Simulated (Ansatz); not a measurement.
**singlet [SiF3]−: levels of theory compared**

We compute a comparison of 6 runs (HF/STO-3G, CAM-B3LYP/aug-cc-pVDZ, PBE-QIDH/aug-cc-pVDZ, wB97X/aug-cc-pVDZ, RPA@PBE0/aug-cc-pVDZ, CCSD/aug-cc-pVDZ) of singlet [SiF3]−. 

The results are computed with Ansatz 0.2.0.

20 further runs of the same task are left out: 20 set aside as unsound or not needed.

## 1. The system as given

The species is [SiF3]− (4 atoms), meant as a singlet with charge -1. SMILES of the parent species: `F[Si](F)F`. The shape is that of a PBE0-D4/def2-TZVP optimisation. That shape belongs to the parent species and isn't relaxed for this state.

Bond lengths: F1–Si2 1.581 Å, Si2–F3 1.581 Å, Si2–F4 1.581 Å. Angles: F1–Si2–F3 107.9°, F1–Si2–F4 107.9°, F3–Si2–F4 107.9°.

## 2. The energy at HF/STO-3G (run 1)

run.yaml

```yaml
crystal:
  periodic: [false, false, false]
  atoms:
    - {symbol: F, position_ang: [0.784850, -0.507040, 1.151700]}
    - {symbol: Si, position_ang: [-0.282750, 0.213060, 0.234280]}
    - {symbol: F, position_ang: [-0.994260, -0.892250, -0.644340]}
    - {symbol: F, position_ang: [0.492160, 1.186230, -0.741640]}
basis:
  gaussian:
    orbitals: STO-3G
total_charge: -1
hamiltonian:
  xc: hf
accuracy: high
output:
  orbitals: {seedname: orbitals}
```

On the command line:

```console
ansatz run run.yaml --threads 1 --pin off --max-ram 3480MiB --events-out events.jsonl --progress --plain --runs-dir runs
```

The log of the run:

```text
Warning: RAYON_NUM_THREADS=1 ignored (pool sized by the plan → 1); use --threads N
Functional definition: HF
  name "HF"
  exchange = exact_x
  correlation = 0
460 factors; integrals over basis functions are off by at most 2.7e-8 eV
mean field evaluation 1: about -15768.6650 eV, gradient 1.5e1 eV
mean field evaluation 2: about -15768.7750 eV, gradient 1.5e1 eV
mean field evaluation 4: about -15769.9085 eV, gradient 1.1e0 eV
mean field evaluation 8: about -15769.9199 eV, gradient 3.0e-6 eV
mean field -15769.91988811 eV, -579.5338666523 hartree, gradient 2.8e-8 eV, S^2 0.000000; 0 other end points of the search recorded, 0 dependent functions left out
reference -15769.91988811 eV, -579.5338666523 hartree; 21, 21 occupied and 3, 3 virtual orbitals, 460 factors
Total energy: -15769.91988811 eV, -579.5338666523 hartree
```

Wall time 0.16 s (1 thread of Arm Neoverse V1, shared host).

## 3. A single-point energy at CAM-B3LYP/aug-cc-pVDZ (run 2)

input.yaml

```yaml
crystal:
  periodic: [false, false, false]
  atoms:
    - symbol: F
      position_ang: [0.784850, -0.507040, 1.151700]
    - symbol: Si
      position_ang: [-0.282750, 0.213060, 0.234280]
    - symbol: F
      position_ang: [-0.994260, -0.892250, -0.644340]
    - symbol: F
      position_ang: [0.492160, 1.186230, -0.741640]
basis:
  gaussian:
    orbitals: aug-cc-pVDZ
total_charge: -1
hamiltonian:
  xc: {name: CAM-B3LYP}
accuracy: high
output:
  orbitals: {seedname: orbitals}
```

On the command line:

```console
ansatz run input.yaml --threads 1 --pin off --max-ram 3480MiB --events-out events.jsonl --progress --plain --runs-dir runs
```

The log of the run:

```text
Warning: RAYON_NUM_THREADS=1 ignored (pool sized by the plan → 1); use --threads N
Functional definition: CAM-B3LYP
  name "CAM-B3LYP"
  parameter alpha = 0.19
  parameter beta = 0.46
  parameter omega = 0.33/bohr
  parameter ac = 0.81
  exchange = (1 - alpha - beta)*b88_x + beta*b88_x_sr(omega) + alpha*exact_x + beta*exact_x_lr(omega)
  correlation = (1 - ac)*vwn5_c + ac*lyp_c
1923 factors; integrals over basis functions are off by at most 3.1e-9 eV
438 factors; integrals over basis functions are off by at most 1.1e-9 eV
mean field evaluation 1: about -16032.0147 eV, gradient 1.3e1 eV
mean field evaluation 2: about -16032.3442 eV, gradient 7.1e0 eV
mean field evaluation 4: about -16032.4229 eV, gradient 6.5e-1 eV
mean field evaluation 8: about -16032.5030 eV, gradient 4.6e-2 eV
mean field evaluation 16: about -16032.5030 eV, gradient 7.2e-6 eV
mean field -16032.50296948 eV, -589.1836169076 hartree, gradient 7.4e-8 eV, S^2 0.000000; 0 other end points of the search recorded, 0 dependent functions left out
reference -16032.50298689 eV, -589.1836175475 hartree; 21, 21 occupied and 75, 75 virtual orbitals, 1923 factors
Total energy: -16032.50298689 eV, -589.1836175475 hartree
```

Run time: 9 s. Hardware: 1 thread of Arm Neoverse V1, shared host; peak memory 0.34 GiB.

Run 3 isn't shown in full; the table further down has it.

## 4. The energy at wB97X/aug-cc-pVDZ (run 4)

in.yaml

```yaml
crystal:
  periodic: [false, false, false]
  atoms:
    - {symbol: F, position_ang: [0.784850, -0.507040, 1.151700]}
    - {symbol: Si, position_ang: [-0.282750, 0.213060, 0.234280]}
    - {symbol: F, position_ang: [-0.994260, -0.892250, -0.644340]}
    - {symbol: F, position_ang: [0.492160, 1.186230, -0.741640]}
basis:
  gaussian:
    orbitals: aug-cc-pVDZ
total_charge: -1
hamiltonian:
  xc: {name: wB97X}
accuracy: high
output: {orbitals: {seedname: orbitals}}
```

On the command line:

```console
ansatz run in.yaml --threads 1 --pin off --max-ram 3480MiB --events-out events.jsonl --progress --plain --runs-dir runs
```

The log of the run:

```text
Warning: RAYON_NUM_THREADS=1 ignored (pool sized by the plan → 1); use --threads N
Functional definition: wB97X
  name "wB97X"
  parameter omega = 0.3/bohr
  parameter cx = 0.157706
  parameter cx1 = 0.726479
  parameter cx2 = 1.04760
  parameter cx3 = -5.70635
  parameter cx4 = 13.2794
  parameter css1 = -4.33879
  parameter css2 = 18.2308
  parameter css3 = -31.7430
  parameter css4 = 17.2901
  parameter cos1 = 2.37031
  parameter cos2 = -11.3995
  parameter cos3 = 6.58405
  parameter cos4 = -3.78132
  exchange = spin_sum(e_x_unif_sr(omega)*poly(b97_u_x, 1 - cx, cx1, cx2, cx3, cx4)) + cx*exact_x_sr(omega)
      + exact_x_lr(omega)
  correlation = spin_sum(e_c_pw_same_spin*poly(b97_u_same, 1, css1, css2, css3, css4))
      + integral(e_c_pw_opposite_spin*poly(b97_u_opposite, 1, cos1, cos2, cos3, cos4))
1923 factors; integrals over basis functions are off by at most 3.1e-9 eV
393 factors; integrals over basis functions are off by at most 1.6e-9 eV
mean field evaluation 1: about -16031.3830 eV, gradient 1.5e1 eV
mean field evaluation 2: about -16031.8314 eV, gradient 7.5e0 eV
mean field evaluation 4: about -16031.9207 eV, gradient 7.6e-1 eV
mean field evaluation 8: about -16031.9860 eV, gradient 5.2e-2 eV
mean field evaluation 16: about -16031.9861 eV, gradient 1.2e-4 eV
mean field -16031.98606530 eV, -589.1646210294 hartree, gradient 2.6e-8 eV, S^2 0.000000; 0 other end points of the search recorded, 0 dependent functions left out
reference -16031.98606136 eV, -589.1646208846 hartree; 21, 21 occupied and 75, 75 virtual orbitals, 1923 factors
Total energy: -16031.98606136 eV, -589.1646208846 hartree
```

It took 27 s on 1 thread of Arm Neoverse V1, shared host; peak memory 0.48 GiB.

Run 5 isn't shown in full; the table further down has it.

## 5. The energy at CCSD/aug-cc-pVDZ (run 6)

molecule.yaml

```yaml
crystal:
  periodic: [false, false, false]
  atoms:
    - {symbol: F, position_ang: [0.784850, -0.507040, 1.151700]}
    - {symbol: Si, position_ang: [-0.282750, 0.213060, 0.234280]}
    - {symbol: F, position_ang: [-0.994260, -0.892250, -0.644340]}
    - {symbol: F, position_ang: [0.492160, 1.186230, -0.741640]}
basis:
  gaussian:
    orbitals: aug-cc-pVDZ
scf:
  omitted_lower_state_checks: [cluster_reference, increment]
correlation:
  method: ccsd
  frozen_orbitals: {F: 1, Si: 5}
accuracy: high
total_charge: -1
```

On the command line:

```console
ansatz run molecule.yaml --threads 1 --pin off --max-ram 3480MiB --events-out events.jsonl --progress --plain --runs-dir runs
```

The log of the run:

```text
Warning: RAYON_NUM_THREADS=1 ignored (pool sized by the plan → 1); use --threads N
[... 4 set-up lines as earlier in the session ...]
these checks for a lower state are left out or cut short: cluster_reference, increment
1923 factors; integrals over basis functions are off by at most 3.1e-9 eV
mean field evaluation 1: about -15984.0805 eV, gradient 1.8e1 eV
mean field evaluation 2: about -15984.3813 eV, gradient 1.9e1 eV
mean field evaluation 4: about -15985.2379 eV, gradient 2.0e0 eV
mean field evaluation 8: about -15985.2599 eV, gradient 1.7e-1 eV
mean field evaluation 16: about -15985.2603 eV, gradient 3.0e-7 eV
mean field -15985.26025297 eV, -587.4474790982 hartree, gradient 1.7e-8 eV, S^2 0.000000; 0 other end points of the search recorded, 0 dependent functions left out
8 core orbitals not correlated: weight in the atoms' cores, before any rotation towards them, 1.000 or more for the frozen orbitals, at most 0.000 for the correlated occupied ones
reference -15985.26025297 eV, -587.4474790982 hartree; 13, 13 occupied and 75, 75 virtual orbitals, 1923 factors
second order -19.51254898 eV of doubles, -0.00000000 eV of singles
cycle   1  -19.25585966 eV  change    2.6e-1 eV  update   1.1e-1
cycle   2  -19.68970658 eV  change   -4.3e-1 eV  update   3.3e-2
cycle   3  -19.79407728 eV  change   -1.0e-1 eV  update   1.9e-2
cycle   4  -19.78243125 eV  change    1.2e-2 eV  update   5.0e-3
cycle   5  -19.77719444 eV  change    5.2e-3 eV  update   3.1e-3
cycle   6  -19.77947045 eV  change   -2.3e-3 eV  update   1.1e-3
cycle   7  -19.77966480 eV  change   -1.9e-4 eV  update   4.1e-4
cycle   8  -19.77944678 eV  change    2.2e-4 eV  update   1.5e-4
cycle   9  -19.77949013 eV  change   -4.3e-5 eV  update   6.1e-5
cycle  10  -19.77953901 eV  change   -4.9e-5 eV  update   2.0e-5
cycle  11  -19.77952723 eV  change    1.2e-5 eV  update   8.0e-6
cycle  12  -19.77953234 eV  change   -5.1e-6 eV  update   3.6e-6
cycle  13  -19.77953179 eV  change    5.5e-7 eV  update   1.1e-6
cycle  14  -19.77953175 eV  change    3.6e-8 eV  update   4.7e-7
cycle  15  -19.77953221 eV  change   -4.5e-7 eV  update   1.9e-7
cycle  16  -19.77953239 eV  change   -1.8e-7 eV  update   7.4e-8
cycle  17  -19.77953242 eV  change   -3.7e-8 eV  update   3.5e-8
cycle  18  -19.77953275 eV  change   -3.2e-7 eV  update   1.2e-7
cycle  19  -19.77953272 eV  change    2.7e-8 eV  update   3.4e-8
cycle  20  -19.77953272 eV  change   -3.8e-9 eV  update   1.1e-8
cycle  21  -19.77953272 eV  change    7.7e-9 eV  update   4.0e-9
cycle  22  -19.77953271 eV  change    1.3e-9 eV  update   1.4e-9
Total energy: -16005.03978569 eV, -588.1743635184 hartree
Checks for a lower state left out: cluster_reference, increment
```

Wall time 23 s (1 thread of Arm Neoverse V1, shared host); peak memory 0.62 GiB.

## 6. The series

| run | level | frozen core orbitals | energy (Eh) | HOMO energy (eV) | LUMO energy (eV) | HOMO–LUMO gap (eV) | wall time |
| --- | --- | --- | --- | --- | --- | --- | --- |
| 1 | HF/STO-3G | – | -579.533867 | 4.97 | 23.95 | 18.98 | 0.16 s |
| 2 | CAM-B3LYP/aug-cc-pVDZ | – | -589.183618 | -0.86 | 4.43 | 5.30 | 9 s |
| 3 | PBE-QIDH/aug-cc-pVDZ | 8 | -588.659808 | -0.98 | 4.69 | 5.67 | 11 s |
| 4 | wB97X/aug-cc-pVDZ | – | -589.164621 | -1.76 | 5.15 | 6.91 | 27 s |
| 5 | RPA@PBE0/aug-cc-pVDZ | 8 | -588.389983 | – | – | – | 12 s |
| 6 | CCSD/aug-cc-pVDZ | 8 | -588.174364 | – | – | – | 23 s |

## 7. Outcome

| quantity | value |
| --- | --- |
| run 6: total energy | -588.17436 Eh |
| run 6: correlation energy (8 core orbitals frozen) | -726.9 mEh |
| run 6: T1 diagnostic | 0.017 |

**Reading.** Over runs 1, 2, 3, 4 the HOMO–LUMO gap runs from 5.30 eV (CAM-B3LYP/aug-cc-pVDZ) to 18.98 eV (HF/STO-3G). The two ends differ in method and basis. The empty levels of an anion lie above zero and hang on the basis. Totals of different functionals can't be ranked against each other. In run 1 the HOMO lies above zero, so the outermost electron may be held by the basis alone. In run 1 the basis is minimal, so the values are rough. All runs together took 82 s, the longest 27 s.
